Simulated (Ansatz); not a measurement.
# BP (F-43m): cell relaxations under several functionals

A script is to give cell relaxations under several functionals; the system is BP (F-43m).

All numbers are computed with Ansatz 0.2.0 through its Python package. The levels of theory stand in the script.

**1. Starting point**

Symmetry: F-43m, No. 216, cubic system. The conventional cell has a = 4.538 Å, b = 4.538 Å, c = 4.538 Å, α = 90.00°, β = 90.00°, γ = 90.00°. Around B (site symmetry -43m) lie 4 P at 1.97 Å. P (site symmetry -43m) is surrounded by 4 B at 1.97 Å.

The script reads bp.cif:

```cif
data_BP
_cell_length_a 3.208851
_cell_length_b 3.208851
_cell_length_c 3.208851
_cell_angle_alpha 60.00000
_cell_angle_beta 60.00000
_cell_angle_gamma 60.00000
_symmetry_space_group_name_H-M 'P 1'
_symmetry_Int_Tables_number 1
loop_
_symmetry_equiv_pos_as_xyz
'x, y, z'
loop_
_atom_site_label
_atom_site_type_symbol
_atom_site_fract_x
_atom_site_fract_y
_atom_site_fract_z
B1 B    0.000000    0.000000    0.000000
P2 P    0.250000    0.250000    0.250000
```

**2. The code**

Input file lattice_bp.py:

```python
"""Relaxed cell of BP under several functionals."""

from dataclasses import dataclass
import warnings

import ansatz as az
from ase.io import read
import numpy as np


@dataclass(frozen=True)
class Settings:
    occupations: str = "fixed"
    scf_tol: float = 1e-07


settings = Settings()

def edges_and_angles(cell):
    cell = np.asarray(cell)
    a, b, c = np.linalg.norm(cell, axis=1)
    cosines = cell[1] @ cell[2] / (b * c), cell[0] @ cell[2] / (a * c), cell[0] @ cell[1] / (a * b)
    return (a, b, c, *np.degrees(np.arccos(cosines)))

warnings.simplefilter("ignore", az.DeckWarning)

atoms = read("bp.cif")
xtal = az.Crystal.from_ase(atoms)

model = xtal.calculation()
model = model.basis(38 * az.Ry)
model = model.kpoints(8)
model = model.occupations(settings.occupations)
model = model.scf(tolerance=settings.scf_tol)
model = model.relax(cell=True, max_steps=100)

levels = [("r2scan", "none"), ("pbe", "d3bj"), ("r2scan", "d4"), ("pbe", "d4")]
print("level            a       b       c    alpha   beta  gamma  V/atom  steps")
for name, dispersion in levels:
    seen = []
    run = model.functional(name, dispersion=dispersion).session().plan()
    outcome = run.execute(on_event=lambda e: seen.append(e) if e["event"] == "relax_step" else None)
    cell = outcome.lattice.cell_ang
    label = name if dispersion == "none" else f"{name}+{dispersion}"
    print("{:13s} {:7.4f} {:7.4f} {:7.4f} {:6.2f} {:6.2f} {:6.2f}".format(label, *edges_and_angles(cell)), f"{abs(np.linalg.det(cell)) / len(outcome.lattice.sites):7.3f} {len(seen):5d}")
```

**3. Launch**

Launch:

```console
$ python lattice_bp.py
```

**Question.** Rank the levels of theory by the volume of the relaxed cell.

The runs gave:

```
       quantity                                     value
  runs compared                                         4
 relaxed volume  11.42 (pbe d4) to 11.67 Å³/atom (r2scan)
gap on the mesh           1.25 (run 4) to 1.45 eV (run 1)
```

In words: From smallest to largest: PBE+D4 (11.42 Å³ an atom, -2.2 % against the start), PBE+D3BJ (11.44 Å³ an atom, -2.0 % against the start), r2SCAN+D4 (11.55 Å³ an atom, -1.1 % against the start) and r2SCAN (11.67 Å³ an atom, -0.1 % against the start). The spread is 2.2 % in volume. In run 1, over 2 moves the cell shrank by 0.1 % in volume, and the space group stayed F-43m. In run 4, over 3 moves the cell shrank by 2.2 % in volume, and the space group stayed F-43m. Caveats:
- Forces vanish by symmetry, so the ions can't move, and the end may be a saddle.
- The program warned that this SCF threshold is loose for forces or stresses.
- Edges and angles that the script prints are those of the cell as typed, here a primitive one.
